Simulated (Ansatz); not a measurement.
**RbBr3: equation of state with PBE**

RbBr3:

```
Rb Br
1.0
    -2.25857    2.25857    6.43700
     2.25857   -2.25857    6.43700
     2.25857    2.25857   -6.43700
Rb Br
1 3
Direct
  0.00000 0.00000 0.00000
  0.50000 0.50000 0.00000
  0.25000 0.75000 0.50000
  0.75000 0.25000 0.50000
```

The cell comes from a database or a generator and needn't be the stable form of this composition.

* Program: Ansatz 0.2.0
* Task: equation of state
* Functional: PBE
* Potentials or basis: Ansatz PAW
* Cutoff: 420 eV
* Density cutoff: 1680 eV
* k mesh: 8 × 8 × 8
* Occupations: fermi-dirac, width 0.05 eV
* Spin: no spin polarisation

| Quantity | Value |
| --- | --- |
| Equilibrium volume | 34.18 Å³/atom |
| Bulk modulus at fixed shape and positions | 15.8 GPa |
| Pressure derivative of the bulk modulus | 5.4 |

Energy against volume, from the lowest point:
```tsv
volume (Å³/atom)	energy (meV/atom)
30.866	19.68
31.523	12.09
32.179	6.55
32.836	2.83
33.493	0.70
34.149	0.00
34.806	0.55
```

All runs of the series together: 34 s on 2 threads of Arm Neoverse V1, with other jobs on the host.

Caveat: the cell was scaled at fixed shape and fractional positions, which overstates the stiffness of a crystal with free parameters, most of all of layers and chains.
